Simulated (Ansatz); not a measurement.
# C2H4BClO2: a ladder of functionals and wavefunction methods

Aim: compute C2H4BClO2 with functionals from several rungs and with coupled cluster, and see how far each lands from CCSD(T) at the basis-set limit for the atomisation energy.

Computed with Ansatz 0.2.0, Gaussian basis. Level: functionals in def2-TZVPP, the program's frozen cores in correlated methods.

Levels to be run: LDA (SPW92), PBE-D4, revPBE-D4, BLYP-D4, r2SCAN-D4, B97M-V, PBE0-D4, B3LYP-D4, r2SCANh-D4, r2SCAN0-D4, HSE06-D4, BHLYP-D4, CAM-B3LYP-D4, LC-ωPBE, ωB97X-V, ωB97M-V, B2PLYP, PBE-QIDH; CCSD(T)/def2-SVP; CCSD(T)/def2-TZVPP; MP2/def2-QZVPP; extrapolation to the limit; RPA on PBE.

### 1 The relaxed structure

The geometry comes from an earlier relaxation with PBE0-D4 in a triple-zeta def2 set; it is a stationary point, not always the lowest conformer.

SMILES `CC(=O)OBCl`, 10 atoms, charge 0, spin multiplicity 1.

Atoms are counted from 1 here; the program's logs count them from 0.

Bond lengths: C1–C2 1.491 Å, C1–H7 1.092 Å, C1–H8 1.092 Å, C1–H9 1.087 Å, C2–O3 1.190 Å, C2–O4 1.380 Å, O4–B5 1.361 Å, B5–Cl6 1.745 Å, B5–H10 1.186 Å. Angles: C2–C1–H7 109.7°, C2–C1–H8 109.3°, C2–C1–H9 109.9°, H7–C1–H8 107.0°, H7–C1–H9 110.4°, H8–C1–H9 110.4°, C1–C2–O3 126.8°, C1–C2–O4 110.6°, O3–C2–O4 122.6°, C2–O4–B5 122.1°, O4–B5–Cl6 116.7°, O4–B5–H10 123.0°, Cl6–B5–H10 120.2°.

### 2 LDA

This LDA is Slater exchange with PW92 correlation.

in.yaml

```yaml
crystal:
  periodic: [false, false, false]
  atoms:
    - {symbol: C, position_ang: [0.215049, -1.656577, -0.155992]}
    - {symbol: C, position_ang: [0.585665, -0.230877, 0.073473]}
    - {symbol: O, position_ang: [1.685027, 0.223606, 0.105495]}
    - {symbol: O, position_ang: [-0.541719, 0.534178, 0.292069]}
    - {symbol: B, position_ang: [-0.547793, 1.882392, 0.106698]}
    - {symbol: Cl, position_ang: [-1.981993, 2.737738, 0.612628]}
    - {symbol: H, position_ang: [-0.447924, -1.730394, -1.020518]}
    - {symbol: H, position_ang: [-0.341675, -2.028953, 0.706450]}
    - {symbol: H, position_ang: [1.110985, -2.251197, -0.312878]}
    - {symbol: H, position_ang: [0.347477, 2.469083, -0.404423]}
basis:
  gaussian: {orbitals: def2-TZVPP}
hamiltonian: {xc: lda}
output: {orbitals: {seedname: orbitals}}
```

Further steps of the session: PBE-D4 (GGA); revPBE-D4 (GGA); BLYP-D4 (GGA); r2SCAN-D4 (meta-GGA); B97M-V (meta-GGA); PBE0-D4 (hybrid); B3LYP-D4 (hybrid); r2SCANh-D4 (hybrid); r2SCAN0-D4 (hybrid); HSE06-D4 (hybrid); BHLYP-D4 (hybrid); CAM-B3LYP-D4 (range-separated); LC-ωPBE-D4 (range-separated); ωB97X-V (range-separated); ωB97M-V (range-separated); B2PLYP (double hybrid); PBE-QIDH (double hybrid); CCSD(T) in def2-SVP; CCSD(T) in def2-TZVPP; MP2 in def2-QZVPP; RPA on PBE orbitals.

**Question.** What will the summary of the whole plan be? Wanted: atomisation energy, CCSD(T)/CBS; farthest beyond LDA; mean size of error, GGA; mean size of error, meta-GGA; mean size of error, hybrid; mean size of error, range-separated; mean size of error, double hybrid; gap, smallest and largest; T1 diagnostic.

**Answer**, as computed:

```
                               quantity                                      value
        atomisation energy, CCSD(T)/CBS                            1011.1 kcal/mol
functionals within 5.1 kcal/mol (0.5 %)             B3LYP-D4, r2SCANh-D4, PBE-QIDH
                    farthest beyond LDA                    PBE-D4 (+37.5 kcal/mol)
                mean size of error, GGA                              16.8 kcal/mol
           mean size of error, meta-GGA                              10.5 kcal/mol
             mean size of error, hybrid                              12.3 kcal/mol
    mean size of error, range-separated                               6.8 kcal/mol
      mean size of error, double hybrid                               3.1 kcal/mol
              gap, smallest and largest  4.48 eV (LDA (SPW92)), 12.45 eV (LC-ωPBE)
                          T1 diagnostic                                     0.0144
triples share of the correlation energy                                      4.1 %
```

**Reading.** The LDA atomisation energy is off by 171.5 kcal/mol (17 %): it overbinds. PBE-D4 is off by +37.5 kcal/mol. Double hybrids carry the basis error of their MP2 part in triple zeta, and no dispersion term here, so their miss is partly the set-up's. By mean error the best rung here is double hybrid (3.1 kcal/mol) and the worst beyond LDA is GGA (16.8 kcal/mol). The reference freezes the cores and leaves out relativity and excitations past (T), so misses under about 5.1 kcal/mol can't be ranked. Hartree-Fock recovers 73 % of the binding; the rest is correlation. CCSD(T) in def2-SVP is off by -40.9 kcal/mol, more than most functionals: a good method in a small basis is no reference. The gap grows from 4.5 to 12.4 eV across the functionals, mostly with the share of exact exchange.
